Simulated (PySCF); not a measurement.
**TlH3: forces at shaken geometries**

How stiff is TlH3? Its atoms are displaced at random by several amounts. The species was built from a template and needn't be a known compound.

Method: TPSS, Tl def2-SVP with ECP60, H def2-SVP; scalar-relativistic core potentials, no spin–orbit coupling; program: PySCF 2.14.0.

3 further runs of the same task are left out: 1 for a known fault of the program, 1 that didn't finish, 1 set aside as unsound or not needed.

### 1 The system as given

4 atoms, charge 0, spin multiplicity 1.

Bond lengths: Tl1–H2 1.760 Å, Tl1–H3 1.760 Å, Tl1–H4 1.760 Å. Angles: H2–Tl1–H3 120.1°, H2–Tl1–H4 119.9°, H3–Tl1–H4 119.9°.

As a file:

```mol
H3Tl
  3D, bonds by distance, orders not assigned

  4  3  0  0  0  0  0  0  0  0999 V2000
    0.4821   -0.0000   -0.0000 Tl  0  0
   -0.3961    0.0000    1.5253 H   0  0
   -0.3961   -0.0000   -1.5253 H   0  0
    2.2419   -0.0000   -0.0000 H   0  0
  1  2  8  0
  1  3  8  0
  1  4  8  0
M  END
```

Formal oxidation states: Tl +3. An earlier session relaxed this geometry at TPSS, Tl def2-SVP with ECP60, H def2-SVP (singlet, point group D3h).

Its energy there is -174.191831 Eh.

### 2 Atoms moved at random, σ = 0.15 Å

run.py (the lines that set the calculation) reads:

```python
mol = gto.M(atom='''
Tl     0.43895     0.07066     0.12531
H     -0.36801     0.09192     1.48685
H     -0.20256    -0.00049    -1.73106
H      2.06344    -0.16209     0.11890''',
    basis={'Tl': 'def2-SVP', 'H': 'def2-SVP'},
    ecp={'Tl': 'def2-SVP'},
    charge=0, spin=0)
mf = dft.RKS(mol, xc='TPSS')
mf.grids.atom_grid = (50, 194)
mf = mf.density_fit()  # fitting sets: Tl def2-universal-JKFIT, H def2-universal-JKFIT
mf.conv_tol = 1e-08; mf.max_cycle = 55
mf.kernel(dm0)  # dm0: the density of the relaxed state
```

Run with:

```
OMP_NUM_THREADS=2 python run.py
```

Output:

```text
init E= -174.199439982231
  HOMO = -0.247860114023031  LUMO = -0.08902157567573  gap/eV = 4.32222
cycle= 1 E= -174.16521486959  delta_E= 0.0342  |g|= 0.108  |ddm|= 0.376
  HOMO = -0.224667801583225  LUMO = -0.095335004033358  gap/eV = 3.51932
cycle= 2 E= -174.16067773774  delta_E= 0.00454  |g|= 0.135  |ddm|= 0.459
  HOMO = -0.240680407602747  LUMO = -0.0904492100854597  gap/eV = 4.08800
cycle= 3 E= -174.171822626503  delta_E= -0.0111  |g|= 0.0101  |ddm|= 0.281
  HOMO = -0.241056136849413  LUMO = -0.0914422604455662  gap/eV = 4.07120
cycle= 4 E= -174.171863011059  delta_E= -4.04e-05  |g|= 0.00287  |ddm|= 0.0232
  HOMO = -0.240795520028895  LUMO = -0.0912074657865904  gap/eV = 4.07050
cycle= 5 E= -174.171865306453  delta_E= -2.3e-06  |g|= 0.000609  |ddm|= 0.00525
  HOMO = -0.240877954201729  LUMO = -0.0912370499109771  gap/eV = 4.07194
cycle= 6 E= -174.171865453264  delta_E= -1.47e-07  |g|= 5.07e-05  |ddm|= 0.00113
  HOMO = -0.240870184662181  LUMO = -0.0912369887426321  gap/eV = 4.07173
cycle= 7 E= -174.171865454292  delta_E= -1.03e-09  |g|= 1.31e-05  |ddm|= 0.000102
  HOMO = -0.240871598539183  LUMO = -0.0912361017339807  gap/eV = 4.07179
Extra cycle  E= -174.171865454319  delta_E= -2.71e-11  |g|= 1.06e-05  |ddm|= 4.31e-05
converged SCF energy = -174.171865454319
```

It took 0.8 s on 2 threads of Arm Neoverse V2, shared host.

It gives: E = -174.171865 Eh (+0.543 eV from the relaxed state), HOMO -6.55 eV, LUMO -2.48 eV, Mulliken charge on Tl1 +0.27 e, largest force component 3.532 eV/Å. 

```tsv
atom	Fx	Fy	Fz (eV/Å)
Tl1	-0.595	-0.282	-3.532
H2	-1.655	0.227	2.137
H3	0.324	0.184	1.508
H4	1.926	-0.129	-0.113
```

### 3 Atoms moved at random, σ = 0.1 Å

Edit run.py (the lines that set the calculation) of step 2 so:

```diff
@@ -1,6 +1,6 @@
 mol = gto.M(atom='''
-Tl     0.43895     0.07066     0.12531
-H     -0.36801     0.09192     1.48685
-H     -0.20256    -0.00049    -1.73106
-H      2.06344    -0.16209     0.11890''',
+Tl     0.48808    -0.24087     0.02698
+H     -0.29458     0.02374     1.60982
+H     -0.42786     0.13928    -1.60894
+H      2.16617     0.07785    -0.02786''',
     basis={'Tl': 'def2-SVP', 'H': 'def2-SVP'},
```

Run with:

```
OMP_NUM_THREADS=2 python run.py
```

Output:

```text
init E= -174.151075012815
  HOMO = -0.272113859698311  LUMO = -0.130116345723319  gap/eV = 3.86395
cycle= 1 E= -174.177096176797  delta_E= -0.026  |g|= 0.0584  |ddm|= 0.225
  HOMO = -0.241004437030572  LUMO = -0.105387039208291  gap/eV = 3.69034
cycle= 2 E= -174.176323684635  delta_E= 0.000772  |g|= 0.0666  |ddm|= 0.243
  HOMO = -0.250545860692601  LUMO = -0.10841272350209  gap/eV = 3.86764
cycle= 3 E= -174.178898232643  delta_E= -0.00257  |g|= 0.0071  |ddm|= 0.142
  HOMO = -0.250675768491304  LUMO = -0.109442602102138  gap/eV = 3.84315
cycle= 4 E= -174.178926801946  delta_E= -2.86e-05  |g|= 0.00232  |ddm|= 0.0186
  HOMO = -0.250997229459514  LUMO = -0.109407271454113  gap/eV = 3.85286
cycle= 5 E= -174.178929000068  delta_E= -2.2e-06  |g|= 0.00029  |ddm|= 0.00438
  HOMO = -0.251018052828315  LUMO = -0.109438644616502  gap/eV = 3.85257
cycle= 6 E= -174.178929029348  delta_E= -2.93e-08  |g|= 7.13e-05  |ddm|= 0.000635
  HOMO = -0.251009583282621  LUMO = -0.109436023676922  gap/eV = 3.85241
cycle= 7 E= -174.178929031594  delta_E= -2.25e-09  |g|= 1.31e-05  |ddm|= 0.000135
  HOMO = -0.251007084996808  LUMO = -0.109433251440111  gap/eV = 3.85242
Extra cycle  E= -174.178929031576  delta_E= 1.82e-11  |g|= 1.47e-05  |ddm|= 5.41e-05
converged SCF energy = -174.178929031576
```

Run time: 0.8 s. Hardware: 2 threads of Arm Neoverse V2, shared host.

Read off: E = -174.178929 Eh (+0.351 eV from the relaxed state), HOMO -6.83 eV, LUMO -2.98 eV, Mulliken charge on Tl1 +0.25 e, largest force component 1.414 eV/Å. 

```tsv
atom	Fx	Fy	Fz (eV/Å)
Tl1	-1.204	1.414	-0.700
H2	-0.090	-0.474	-0.222
H3	0.442	-0.627	1.013
H4	0.853	-0.313	-0.091
```

### 4 Atoms moved at random, σ = 0.03 Å

Edit run.py (the lines that set the calculation) of step 3 so:

```diff
@@ -1,6 +1,6 @@
 mol = gto.M(atom='''
-Tl     0.48808    -0.24087     0.02698
-H     -0.29458     0.02374     1.60982
-H     -0.42786     0.13928    -1.60894
-H      2.16617     0.07785    -0.02786''',
+Tl     0.50033    -0.04504     0.01404
+H     -0.39543    -0.00736     1.56610
+H     -0.40728    -0.00104    -1.52497
+H      2.23420     0.05343    -0.05517''',
     basis={'Tl': 'def2-SVP', 'H': 'def2-SVP'},
```

Run with:

```
OMP_NUM_THREADS=2 python run.py
```

Output:

```text
init E= -174.183954965419
  HOMO = -0.260217166294711  LUMO = -0.0929811124575552  gap/eV = 4.55072
cycle= 1 E= -174.190916793317  delta_E= -0.00696  |g|= 0.0159  |ddm|= 0.0713
  HOMO = -0.253061909952349  LUMO = -0.0884707927993134  gap/eV = 4.47875
cycle= 2 E= -174.190890820652  delta_E= 2.6e-05  |g|= 0.0171  |ddm|= 0.0639
  HOMO = -0.255162247060386  LUMO = -0.0890961194347435  gap/eV = 4.51889
cycle= 3 E= -174.191051873816  delta_E= -0.000161  |g|= 0.000933  |ddm|= 0.0342
  HOMO = -0.255282058408689  LUMO = -0.0892231901588554  gap/eV = 4.51869
cycle= 4 E= -174.191052314536  delta_E= -4.41e-07  |g|= 0.000277  |ddm|= 0.00232
  HOMO = -0.25529931164768  LUMO = -0.0892137131618043  gap/eV = 4.51942
cycle= 5 E= -174.191052343239  delta_E= -2.87e-08  |g|= 5.07e-05  |ddm|= 0.000516
  HOMO = -0.255304045330078  LUMO = -0.0892203979279804  gap/eV = 4.51937
cycle= 6 E= -174.191052344052  delta_E= -8.13e-10  |g|= 1.28e-05  |ddm|= 0.000107
  HOMO = -0.255301363977265  LUMO = -0.0892182234417414  gap/eV = 4.51935
Extra cycle  E= -174.191052344057  delta_E= -5.09e-12  |g|= 1.28e-05  |ddm|= 4.41e-05
converged SCF energy = -174.191052344057
```

It took 0.7 s on 2 threads of Arm Neoverse V2, shared host.

Result: E = -174.191052 Eh (+0.021 eV from the relaxed state), HOMO -6.95 eV, LUMO -2.43 eV, Mulliken charge on Tl1 +0.25 e, largest force component 0.524 eV/Å. 

```tsv
atom	Fx	Fy	Fz (eV/Å)
Tl1	-0.524	0.265	0.050
H2	0.185	-0.094	-0.313
H3	0.085	-0.092	0.227
H4	0.254	-0.078	0.037
```

### 5 Results

| σ (Å) | energy rise (eV) | harmonic estimate −½ F·u (eV) | largest force component (eV/Å) |
| --- | --- | --- | --- |
| 0.15 | 0.543 | 0.564 | 3.53 |
| 0.1 | 0.351 | 0.339 | 1.41 |
| 0.03 | 0.021 | 0.021 | 0.52 |

Every displacement raises the energy. For a harmonic well the rise equals −½ F·u; the two differ by at most 4 % here (a move with σ = 0.15 Å), from anharmonicity, the grid and the small forces left at the relaxed point. These are double-zeta-type bases without diffuse functions. Spin–orbit coupling is left out.
